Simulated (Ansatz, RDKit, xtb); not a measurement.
# C4H7NS2: ranking a sample of isomers

A sample of isomers of C4H7NS2 is drawn. Aim: find which of them has the lowest free energy at 298.15 K, then its properties. The sample is small against all isomers, and the most stable one of this formula need not be in it.

Plan: many cheap relaxations first (GFN2-xTB), then density-functional screening, relaxation at PBE-D3(BJ)/def2-SVP, vibrations (at GFN2-xTB) and a final energy. The numbers are computed, not measured.

### 1 Candidates

Isomers were taken from a list of plausible structures; this is a sample, not all of them. That gives 4 candidates.

| label | SMILES | spin |
| --- | --- | --- |
| c046 | CCSSCC#N | singlet |
| c508 | N=C[C@@H]1CSCS1 | singlet |
| c610 | CS[C@H](C#N)CS | singlet |
| c850 | N=C1CSC[C@@H]1S | singlet |

Candidates are built by distance geometry, with a force field where one applies, in up to four conformers (letters a to d).

**Question.** With final energies at CCSD(T)/def2-SVP + MP2/def2-TZVPP - MP2/def2-SVP, which structure will this search put lowest in free energy, and by what margin?

| quantity | value |
| --- | --- |
| lowest structure found | CCSSCC#N, singlet |
| next finalist | CS[C@H](C#N)CS, singlet, 3.4 kcal/mol higher in G |
| share at equilibrium, among the finalists | 99.7 % |

The lowest structure found is `CCSSCC#N`. Among the finalists first place is clear (3.4 kcal/mol); structures outside the list aren't covered. HF/STO-3G, HF/def2-SVP and MP2/def2-SVP already put its bonding pattern lowest among the structures in one piece; GFN2-xTB, r2SCAN-D4/def2-SVP and PBE-D3(BJ)/def2-SVP favour the singlet N=C1CSC[C@@H]1S. 6 minima inside the window were never screened. The search is not exhaustive (a finite list of starts, one conformer a finalist), so a lower isomer can't be ruled out. Only 4 drawn patterns were tried, so whole families of isomers are missing, and the result ranks this sample alone.
